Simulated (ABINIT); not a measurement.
Here is an ABINIT 10.8.3 (patched build) calculation.

File run.abi:

```
# Datasets: one volume each
ndtset 7
scalecart1 3*0.9795861087
scalecart2 3*0.9864848297
scalecart3 3*0.9932883884
scalecart4 3*1.0000000000
scalecart5 3*1.0066227096
scalecart6 3*1.0131594038
scalecart7 3*1.0196128224

# Pseudopotentials
pp_dirpath "./"
pseudos "Sn.upf, Se.upf"

# Structure
acell 3*1.0
rprim
     8.9608526261     0.0000000000     0.0000000000
     0.0000000000     8.9608526261     0.0000000000
     0.0000000000     0.0000000000     8.9608526261
ntypat 2
znucl 50 34
natom 4
typat 1 1 1 2
xred
     0.5000000000     0.5000000000     0.0000000000
     0.5000000000     0.0000000000     0.5000000000
     0.0000000000     0.5000000000     0.5000000000
     0.0000000000     0.0000000000     0.0000000000

# Plane-wave basis
ecut 43.0

# k points
kptopt 1
ngkpt 6 6 6
nshiftk 1
shiftk 0.0 0.0 0.0

# Exchange and correlation
ixc -116133

# Bands and occupations
nband 35
occopt 3
tsmear 0.00183747

# SCF cycle
nstep 100
tolvrs 1.0e-10

# Output
iomode 3
prtwf 0
prtden 0
prteig 0
prtebands 0
enunit 2
prtvol 2
```

Potentials or basis: PseudoDojo NC SR PBEsol v0.4.1 standard.

Command:

```bash
$ mpirun --bind-to none -np 4 abinit run.abi > log 2>&1
```

**Question.** Predict the bulk modulus.

**Answer.** 55 GPa.

**Question.** What does it give for the pressure derivative of the bulk modulus?

**Answer.** 4.3.

Energy against volume, from the lowest point:
```csv
volume (Å³/atom),energy (meV/atom)
25.056,0.00
25.590,0.18
26.123,3.98
26.656,11.04
27.189,21.02
27.722,33.60
28.255,48.50
```

Caveat: pressures at fixed basis lie under the slope of the energies.
